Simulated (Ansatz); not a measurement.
# BaCaS2: the cost of one run

Program: Ansatz 0.2.0. PAW datasets, plane waves. The calculation is spin-unpolarised, and the structure need not be a phase that has been made.

## (1) The cell

The cell was relaxed beforehand with r2SCAN.

The symmetry is R-3m (No. 166, trigonal); a = 4.275 Å, c = 21.125 Å in the conventional setting, 27.86 Å³ an atom. Around Ca lie 6 S at 2.92 Å; around Ba lie 6 S at 3.15 Å; around S lie 3 Ca at 2.92 Å and 3 Ba at 3.15 Å.

Structure file:

```
Ca Ba S
1.0
     2.13736    1.23401    7.04183
    -2.13736    1.23401    7.04183
     0.00000   -2.46801    7.04183
Ca Ba S
1 1 2
Direct
  0.00000 0.00000 0.00000
  0.50000 0.50000 0.50000
  0.25909 0.25909 0.25909
  0.74091 0.74091 0.74091
```

## (2) Band structure with PBE

input.yaml

```yaml
crystal:
  lattice:
    - [2.1373611144, 1.2340060148, 7.0418321904]
    - [-2.1373611144, 1.2340060148, 7.0418321904]
    - [0.0, -2.4680120296, 7.0418321904]
  atoms:
    - { symbol: Ca, position: [1.0, 0.0, 0.0] }
    - { symbol: Ba, position: [0.5, 0.5, 0.5] }
    - { symbol: S, position: [0.2590901373, 0.2590901373, 0.2590901373] }
    - { symbol: S, position: [0.7409098627, 0.7409098627, 0.7409098627] }
kpoints:
  mp_grid: { grid: [8, 8, 8] }
  band_path:
    path:
      - [[0.0, 0.0, 0.0], [0.5, 0.5, 0.5], [0.8128607828311, 0.1871392171689, 0.5]]
      - [[0.5, -0.187139217169, 0.1871392171689], [0.5, 2.852489362509e-17, -4.215409929633e-17], [0.0, 0.0, 0.0], [0.3435696085845, -0.3435696085845, 2.109583847653e-17]]
      - [[0.6564303914155, -1.362920567124e-17, 0.3435696085845], [0.5, -1.362920567124e-17, 0.5], [0.0, 0.0, 0.0]]
    npoints: 10
hamiltonian:
  xc: pbe
scf:
  occupations: { method: fermi_dirac, width: 0.02 }
  n_extra_bands: 5
output:
  forces: true
  stress: true
  eigenvalues: true
```

Launch:

```sh
> ansatz run input.yaml --threads 2 --pin off --max-ram 2211MiB --backend cpu --events-out ev --progress --plain --runs-dir out
```

**Question.** How long does this run take on 2 threads of Arm Neoverse N1, shared host, and how much memory does it need?

About 13 s, with a peak of 0.44 GiB.
